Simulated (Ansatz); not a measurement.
# Si2Br3: the cost of one run

Computed with Ansatz 0.2.0 (DFT PBE+D3(BJ), scalar-relativistic, plane waves, PAW, unless a step's input says otherwise).

## Step 1: The structure to begin with

It takes space group P-3m1 (No. 164, trigonal). Conventional cell: a = 3.643 Å, b = 3.643 Å, c = 9.501 Å, α = 90.00°, β = 90.00°, γ = 120.00°. Si (site symmetry 3m) has 6 Br at 2.58 Å as nearest neighbours. Br (site symmetry 3m) is surrounded by 3 Si at 2.58 Å. Br (site symmetry -3m) has 6 Si at 2.58 Å as nearest neighbours.

As a file:

```cif
data_structure
_symmetry_space_group_name_H-M 'P 1'
_symmetry_Int_Tables_number 1
_cell_length_a 3.6427
_cell_length_b 3.6427
_cell_length_c 9.5015
_cell_angle_alpha 90.000
_cell_angle_beta 90.000
_cell_angle_gamma 120.000
_cell_volume 109.19
loop_
_atom_site_label
_atom_site_type_symbol
_atom_site_fract_x
_atom_site_fract_y
_atom_site_fract_z
_atom_site_occupancy
Si1 Si 0.33333 0.66667 0.84208 1
Si2 Si 0.66667 0.33333 0.15792 1
Br1 Br 0.66667 0.33333 0.68417 1
Br2 Br 0.00000 0.00000 0.00000 1
Br3 Br 0.33333 0.66667 0.31583 1
```

The cell is invented: close-packed anion layers stacked ABC|A, with sites between them filled layer by layer (P-3m1, No. 164). Lengths come from tabulated atomic sizes and are only a guess.

## Step 2: The guess as it stands, on a coarse mesh

input.yaml

```yaml
crystal:
  lattice:
    - [3.64273146, 0.0, 0.0]
    - [-1.82136573, 3.15469799, 0.0]
    - [0.0, 0.0, 9.50145905]
  atoms:
    - { symbol: Si, position: [0.33333333, 0.66666667, 0.84208408] }
    - { symbol: Si, position: [0.66666667, 0.33333333, 0.15791592] }
    - { symbol: Br, position: [0.66666667, 0.33333333, 0.68416816] }
    - { symbol: Br, position: [0.0, 0.0, 0.0] }
    - { symbol: Br, position: [0.33333333, 0.66666667, 0.31583184] }
basis:
  ecutwfc: 420
kpoints:
  mp_grid: { grid: [6, 6, 2] }
hamiltonian:
  xc: pbe
  dispersion: d3bj
scf:
  occupations: { method: gaussian, width: 0.1 }
  lower_state_search: "off"
output:
  forces: true
  stress: true
  eigenvalues: true
```

The run is started by

```bash
$ ansatz run input.yaml --threads 1 --pin off --max-ram 2048MiB --backend cpu --events-out ev --progress --plain --runs-dir out
```

What time and memory should one allow on 1 thread of Arm Neoverse V2, shared host?

About 2 s, with a peak of 0.33 GiB.
